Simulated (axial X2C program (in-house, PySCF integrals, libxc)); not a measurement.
**A two-component session on InO: EOM-IP-CCSD levels**

Wanted for InO: EOM-IP-CCSD levels, at the two-component level.

The runs use an in-house X2C program for linear molecules on PySCF integrals; two-component X2C with atomic mean-field terms, In dyall-acv3z, O dyall-av3z.

All values are calculated.

## (1) Set-up

File task.json:

```json
{"zs": [49, 8], "q": 0, "bas": ["dyall-acv3z", "dyall-av3z"], "r0": 1.93, "eom": "ip", "rq": -1, "thr": -2.0, "nmax": 95, "grid": [1, 0.96, 1.045, 0.92, 1.09, 1.15]}
```

Keys: zs atomic numbers; q charge; bas basis sets; r0 starting distance in Å; eom kind of EOM run; thr threshold in hartree for freezing inner shells (an s shell follows its p shell); nmax most natural virtual spinors; grid distances as factors.

The run is started by

```sh
python soeom.py task.json out
```

Further steps of the session: EOM-IP-CCSD at 1.916 Å.

Q: Predict the outcome of this session. Wanted: next root led by one particle; T1 of the reference.

As calculated:

| quantity | value |
| --- | --- |
| lowest root at 1.916 Å | Ω = 1/2, 2.240 eV |
| next root led by one particle | Ω = 3/2, about 3010 cm⁻¹ higher |
| T1 of the reference | 0.029 |

In words: Removing an electron from the reference determinant of InO⁻ costs 2.24 eV and empties a spinor of 47% O pσ, 25% In pσ, 23% In sσ. Errors of 0.1 to 0.3 eV are usual at this size, and roots led by higher excitations are left out, so the list is incomplete, and low states of that kind can be missing. T1 or the largest double amplitude of the reference is raised, which lowers the reliability.
